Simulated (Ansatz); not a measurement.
# doublet [CH7ClSi2]+: levels of theory compared

Wanted: a comparison of 5 runs (UHF/def2-SVP, U-revPBE/def2-SVP, UCAM-B3LYP/def2-SVP, UMP2/def2-SVP, UCCSD(T)/def2-SVP) of doublet [CH7ClSi2]+. 

Program for the calculation: Ansatz 0.2.0.

49 further runs of the same task are left out: 49 set aside as unsound or not needed.

## (1) The structure to begin with

The species is [CH7ClSi2]+ (11 atoms), meant as a doublet with charge +1. SMILES of the parent species: `[SiH3]C[SiH2]Cl`. The coordinates come from a PBE0-D4/def2-TZVP relaxation. This is one conformer, not always the lowest. That shape belongs to the parent species and isn't relaxed for this state.

Bond lengths: Si1–C2 1.877 Å, C2–Si3 1.856 Å, Si3–Cl4 2.062 Å, Si1–H5 1.486 Å, Si1–H6 1.487 Å, Si1–H7 1.487 Å, C2–H8 1.095 Å, C2–H9 1.095 Å, Si3–H10 1.483 Å, Si3–H11 1.483 Å. Some angles: Si1–C2–Si3 114.4°, C2–Si3–Cl4 110.3°, Si1–C2–H8 108.8°, Si1–C2–H9 108.8°, Si3–C2–H8 108.7°, Si3–C2–H9 108.7°, C2–Si1–H5 110.5°, C2–Si1–H6 110.2°, C2–Si1–H7 110.2°, C2–Si3–H10 111.0°.

## (2) The energy at UHF/def2-SVP (run 1)

The input, job.yaml:

```yaml
basis:
  gaussian:
    orbitals: def2-SVP
crystal:
  periodic: [false, false, false]
  atoms:
    - {symbol: Si, position_ang: [1.006300, 1.285600, -0.182900]}
    - {symbol: C, position_ang: [-0.570400, 0.282700, -0.356100]}
    - {symbol: Si, position_ang: [-0.499800, -1.397400, 0.429000]}
    - {symbol: Cl, position_ang: [-2.287500, -2.388300, 0.158700]}
    - {symbol: H, position_ang: [0.854300, 2.610700, -0.838800]}
    - {symbol: H, position_ang: [1.323900, 1.497600, 1.254200]}
    - {symbol: H, position_ang: [2.143300, 0.566700, -0.816300]}
    - {symbol: H, position_ang: [-1.397400, 0.844300, 0.091100]}
    - {symbol: H, position_ang: [-0.797200, 0.162700, -1.420800]}
    - {symbol: H, position_ang: [0.561500, -2.228800, -0.187700]}
    - {symbol: H, position_ang: [-0.271500, -1.292800, 1.890200]}
total_charge: 1
magnetization:
  spin_polarized: true
  initial_magnetization: 1
hamiltonian:
  xc: hf
accuracy: high
output: {orbitals: {seedname: orbitals}}
```

On the command line:

```sh
ansatz run job.yaml --threads 1 --pin off --max-ram 2610MiB --events-out events.jsonl --progress --plain --runs-dir runs
```

Log:

```text
Warning: RAYON_NUM_THREADS=1 ignored (pool sized by the plan → 1); use --threads N
Functional definition: HF
  name "HF"
  exchange = exact_x
  correlation = 0
2288 factors; integrals over basis functions are off by at most 1.0e-8 eV
mean field evaluation 1: about -29346.4137 eV, gradient 2.4e1 eV
mean field evaluation 2: about -29346.4234 eV, gradient 2.4e1 eV
mean field evaluation 4: about -29350.1409 eV, gradient 2.7e0 eV
mean field evaluation 8: about -29350.6392 eV, gradient 8.0e-1 eV
mean field evaluation 16: about -29350.6909 eV, gradient 4.9e-3 eV
mean field evaluation 32: about -29350.7724 eV, gradient 5.1e-3 eV
mean field evaluation 64: about -29350.7252 eV, gradient 1.2e-1 eV
mean field evaluation 96: about -29350.8161 eV, gradient 4.6e-1 eV
mean field evaluation 128: about -29350.8082 eV, gradient 3.2e-1 eV
mean field evaluation 160: about -29350.7094 eV, gradient 9.9e-2 eV
mean field evaluation 192: about -29347.4992 eV, gradient 1.2e1 eV
mean field evaluation 224: about -29350.0113 eV, gradient 5.6e0 eV
mean field evaluation 256: about -29350.1419 eV, gradient 1.2e0 eV
mean field evaluation 288: about -29348.8578 eV, gradient 4.9e0 eV
mean field evaluation 320: about -29349.3248 eV, gradient 2.5e0 eV
mean field evaluation 352: about -29350.6909 eV, gradient 1.3e-3 eV
mean field -29350.82864408 eV, -1078.6230579638 hartree, gradient 8.2e-8 eV, S^2 0.774662; 4 other end points of the search recorded, 0 dependent functions left out
reference -29350.82864408 eV, -1078.6230579638 hartree; 29, 28 occupied and 74, 75 virtual orbitals, 2288 factors
Total energy: -29350.82864408 eV, -1078.6230579638 hartree
```

Wall time 33 s (1 thread of Arm Neoverse V2, shared host); peak memory 0.45 GiB.

## (3) The energy at U-revPBE/def2-SVP (run 2)

The input, input.yaml:

```yaml
crystal:
  periodic: [false, false, false]
  atoms:
    - {symbol: Si, position_ang: [1.006300, 1.285600, -0.182900]}
    - {symbol: C, position_ang: [-0.570400, 0.282700, -0.356100]}
    - {symbol: Si, position_ang: [-0.499800, -1.397400, 0.429000]}
    - {symbol: Cl, position_ang: [-2.287500, -2.388300, 0.158700]}
    - {symbol: H, position_ang: [0.854300, 2.610700, -0.838800]}
    - {symbol: H, position_ang: [1.323900, 1.497600, 1.254200]}
    - {symbol: H, position_ang: [2.143300, 0.566700, -0.816300]}
    - {symbol: H, position_ang: [-1.397400, 0.844300, 0.091100]}
    - {symbol: H, position_ang: [-0.797200, 0.162700, -1.420800]}
    - {symbol: H, position_ang: [0.561500, -2.228800, -0.187700]}
    - {symbol: H, position_ang: [-0.271500, -1.292800, 1.890200]}
basis:
  gaussian: {orbitals: def2-SVP}
total_charge: 1
magnetization: {spin_polarized: true, initial_magnetization: 1}
hamiltonian: {xc: {name: revPBE}}
accuracy: high
output: {orbitals: {seedname: orbitals}}
```

On the command line:

```sh
ansatz run input.yaml --threads 1 --pin off --max-ram 2610MiB --events-out events.jsonl --progress --plain --runs-dir runs
```

Log:

```text
Warning: RAYON_NUM_THREADS=1 ignored (pool sized by the plan → 1); use --threads N
Functional definition: revPBE
  name "revPBE"
  parameter kappa = 1.245
  parameter beta = 0.06672455060314922
  exchange = pbe_x(kappa = kappa, mu = beta*pi^2/3)
  correlation = pbe_c(beta = beta)
2288 factors; integrals over basis functions are off by at most 1.0e-8 eV
mean field evaluation 1: about -29391.7051 eV, gradient 4.8e1 eV
mean field evaluation 2: about -29348.0747 eV, gradient 8.6e1 eV
mean field evaluation 4: about -29399.7980 eV, gradient 1.9e1 eV
mean field evaluation 8: about -29403.6696 eV, gradient 8.1e0 eV
mean field evaluation 16: about -29404.5739 eV, gradient 1.8e-2 eV
mean field evaluation 32: about -29404.5739 eV, gradient 3.3e-7 eV
mean field evaluation 64: about -29404.4795 eV, gradient 1.4e0 eV
mean field -29404.57385969 eV, -1080.5981582075 hartree, gradient 6.6e-8 eV, S^2 0.752248; 10 other end points of the search recorded, 0 dependent functions left out
reference -29404.57386443 eV, -1080.5981583817 hartree; 29, 28 occupied and 74, 75 virtual orbitals, 2288 factors
Total energy: -29404.57386443 eV, -1080.5981583817 hartree
```

It took 30 s on 1 thread of Arm Neoverse V2, shared host; peak memory 0.38 GiB.

## (4) A single-point energy at UCAM-B3LYP/def2-SVP (run 3)

The input, job.yaml:

```yaml
crystal:
  periodic: [false, false, false]
  atoms:
    - symbol: Si
      position_ang: [1.006300, 1.285600, -0.182900]
    - symbol: C
      position_ang: [-0.570400, 0.282700, -0.356100]
    - symbol: Si
      position_ang: [-0.499800, -1.397400, 0.429000]
    - symbol: Cl
      position_ang: [-2.287500, -2.388300, 0.158700]
    - symbol: H
      position_ang: [0.854300, 2.610700, -0.838800]
    - symbol: H
      position_ang: [1.323900, 1.497600, 1.254200]
    - symbol: H
      position_ang: [2.143300, 0.566700, -0.816300]
    - symbol: H
      position_ang: [-1.397400, 0.844300, 0.091100]
    - symbol: H
      position_ang: [-0.797200, 0.162700, -1.420800]
    - symbol: H
      position_ang: [0.561500, -2.228800, -0.187700]
    - symbol: H
      position_ang: [-0.271500, -1.292800, 1.890200]
basis:
  gaussian:
    orbitals: def2-SVP
total_charge: 1
accuracy: high
magnetization:
  spin_polarized: true
  initial_magnetization: 1
output: {orbitals: {seedname: orbitals}}
hamiltonian:
  xc: {name: CAM-B3LYP}
```

On the command line:

```sh
ansatz run job.yaml --threads 1 --pin off --max-ram 2610MiB --events-out events.jsonl --progress --plain --runs-dir runs
```

Log, cut to the lines that bear on the results:

```text
Warning: RAYON_NUM_THREADS=1 ignored (pool sized by the plan → 1); use --threads N
Functional definition: CAM-B3LYP
  name "CAM-B3LYP"
[...]
2288 factors; integrals over basis functions are off by at most 1.0e-8 eV
510 factors; integrals over basis functions are off by at most 2.1e-9 eV
[...]
mean field -29409.77588690 eV, -1080.7893291815 hartree, gradient 8.0e-8 eV, S^2 0.759687; 6 other end points of the search recorded, 0 dependent functions left out
reference -29409.77590934 eV, -1080.7893300061 hartree; 29, 28 occupied and 74, 75 virtual orbitals, 2288 factors
Total energy: -29409.77590934 eV, -1080.7893300061 hartree
```

It took 38 s on 1 thread of Arm Neoverse V2, shared host; peak memory 0.67 GiB.

Run 4 isn't shown in full; the table further down has it.

## (5) The energy at UCCSD(T)/def2-SVP (run 5)

The input, run.yaml:

```yaml
crystal:
  periodic: [false, false, false]
  atoms:
    - {symbol: Si, position_ang: [1.006300, 1.285600, -0.182900]}
    - {symbol: C, position_ang: [-0.570400, 0.282700, -0.356100]}
    - {symbol: Si, position_ang: [-0.499800, -1.397400, 0.429000]}
    - {symbol: Cl, position_ang: [-2.287500, -2.388300, 0.158700]}
    - {symbol: H, position_ang: [0.854300, 2.610700, -0.838800]}
    - {symbol: H, position_ang: [1.323900, 1.497600, 1.254200]}
    - {symbol: H, position_ang: [2.143300, 0.566700, -0.816300]}
    - {symbol: H, position_ang: [-1.397400, 0.844300, 0.091100]}
    - {symbol: H, position_ang: [-0.797200, 0.162700, -1.420800]}
    - {symbol: H, position_ang: [0.561500, -2.228800, -0.187700]}
    - {symbol: H, position_ang: [-0.271500, -1.292800, 1.890200]}
basis:
  gaussian:
    orbitals: def2-SVP
total_charge: 1
magnetization:
  spin_polarized: true
  initial_magnetization: 1
correlation:
  method: ccsd_t
  frozen_orbitals: {C: 1, Cl: 5, H: 0, Si: 5}
accuracy: high
scf:
  omitted_lower_state_checks: [cluster_reference, increment]
```

On the command line:

```sh
ansatz run run.yaml --threads 1 --pin off --max-ram 2610MiB --events-out events.jsonl --progress --plain --runs-dir runs
```

Log:

```text
Warning: RAYON_NUM_THREADS=1 ignored (pool sized by the plan → 1); use --threads N
[... 16 lines left out ...]
16 core orbitals not correlated: weight in the atoms' cores, before any rotation towards them, 1.000 or more for the frozen orbitals, at most 0.000 for the correlated occupied ones
[... 40 lines left out ...]
Total energy: -29365.80906188 eV, -1079.1735781639 hartree
Checks for a lower state left out: cluster_reference, increment
```

It took 2.8 min on 1 thread of Arm Neoverse V2, shared host; peak memory 1.3 GiB.

## (6) Overview of the runs

```tsv
run	level	frozen core orbitals	energy (Eh)	HOMO energy (eV)	LUMO energy (eV)	⟨S²⟩	wall time
1	UHF/def2-SVP	–	-1078.623058	-17.17	-9.18	0.775	33 s
2	U-revPBE/def2-SVP	–	-1080.598158	-12.87	-12.85	0.752	30 s
3	UCAM-B3LYP/def2-SVP	–	-1080.789330	-15.59	-11.68	0.760	38 s
4	UMP2/def2-SVP	16	-1079.083960	–	–	0.775	32 s
5	UCCSD(T)/def2-SVP	16	-1079.173578	–	–	0.775	2.8 min
```

## (7) What came out

| quantity | value |
| --- | --- |
| run 5: total energy | -1079.17358 Eh |
| run 5: correlation energy (16 core orbitals frozen) | -550.5 mEh |
| run 5: (T) correction | -16.69 mEh |
| run 5: ⟨S²⟩ of the reference determinant | 0.775 |
| run 5: T1 diagnostic | 0.050 |

**Reading.** Below the UHF energy at the same shape and in the same basis (def2-SVP): UMP2 -460.9 mEh; UCCSD(T) -550.5 mEh. Totals of different functionals can't be ranked against each other. All runs together took 5 min, the longest 2.8 min.
